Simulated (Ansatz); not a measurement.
# GaH4+ (singlet): wave-function methods side by side at distance Ga1–H2 = 2.126 Å, cc-pVDZ

How much of the correlation energy of GaH4+ (singlet) does each wave-function method recover here?

Program: Ansatz 0.2.0, Gaussian basis. Level of theory: cc-pVDZ, core rule «outside noble gas», up to 14 orbitals frozen. These are calculated values, not measurements.

Plan: UHF; CCSD(T) on RHF; CCSD(T) on UHF; BCCD(T) on RHF; CISD; CCSDT(Q) on RHF; CCSDT(Q) on UHF; CASSCF and MRCISD+Q, 2 electrons in 2 orbitals; CASSCF and NEVPT2, 2 electrons in 2 orbitals; Full CI.

35 further runs of the same task are left out: 22 for a known fault of the program, 10 that didn't finish, 3 set aside as unsound or not needed.

### 1 What is computed

The geometry derives from a PBE0/def2-TZVP stationary point (not a proven minimum). One bond is set to the value named and the two fragments are kept rigid. No spin-orbit coupling is included. The filled d shell of Ga may be among the frozen orbitals whatever the setting's name suggests; the logs give the count.

5 atoms, charge 1, spin multiplicity 1.

Atoms are counted from 1 here; the program's logs count them from 0.

Bond lengths: Ga1–H4 1.527 Å, H3–H5 0.765 Å.

### 2 UHF

File in.yaml:

```yaml
crystal:
  periodic: [false, false, false]
  atoms:
    - {symbol: Ga, position_ang: [0.000000, -0.008145, -0.054429]}
    - {symbol: H, position_ang: [0.000000, 2.108553, -0.253089]}
    - {symbol: H, position_ang: [0.000000, 0.374377, 2.107655]}
    - {symbol: H, position_ang: [0.000000, -1.528818, -0.197150]}
    - {symbol: H, position_ang: [0.000000, -0.390667, 2.107655]}
basis:
  gaussian: {orbitals: cc-pVDZ}
total_charge: 1
magnetization: {spin_polarized: true, initial_magnetization: 0}
hamiltonian: {xc: hf}
output: {orbitals: {seedname: orbitals}}
```

Started as:

```bash
ansatz run in.yaml --threads 1 --pin off --events-out ev --progress --plain --max-ram 2393MiB
```

After this run come: CCSD(T) on RHF; CCSD(T) on UHF; BCCD(T) on RHF; CISD; CCSDT(Q) on RHF; CCSDT(Q) on UHF; CASSCF and MRCISD+Q, 2 electrons in 2 orbitals; CASSCF and NEVPT2, 2 electrons in 2 orbitals; Full CI.

**Question.** What will the summary of the whole plan be? Wanted: FCI below the RHF energy; RMP2 from FCI; RCCSD from FCI; RCCSD(T) from FCI; RCCSDT(Q) from FCI; NEVPT2 pair from FCI; MRCISD+Q pair from FCI; T1 diagnostic; effectively unpaired electrons.

The runs gave:

| quantity | value |
| --- | --- |
| FCI below the RHF energy | -3.1449 eV |
| RMP2 from FCI | +887.1 meV |
| RCCSD from FCI | +59.8 meV |
| RCCSD(T) from FCI | +17.4 meV |
| RCCSDT(Q) from FCI | +0.6 meV |
| NEVPT2 pair from FCI | +629.1 meV |
| MRCISD+Q pair from FCI | -23.4 meV |
| levels within 1 kcal/mol (43 meV) | RCCSD(T), BCCD(T), RCCSDT, RCCSDT(Q), MRCISD+Q pair |
| T1 diagnostic | 0.015 |
| effectively unpaired electrons | 0.11 |

RCCSD(T) lands +17.4 meV from the yardstick (0.6 % of the correlation energy). MRCISD+Q pair falls below full CI: the +Q correction isn't variational, and the cores differ from full CI's. One determinant dominates. Of the multireference levels listed MRCISD+Q pair comes nearest in total energy (-23.4 meV), which doesn't show that its space is the better one. These misses are within one basis, not against nature.
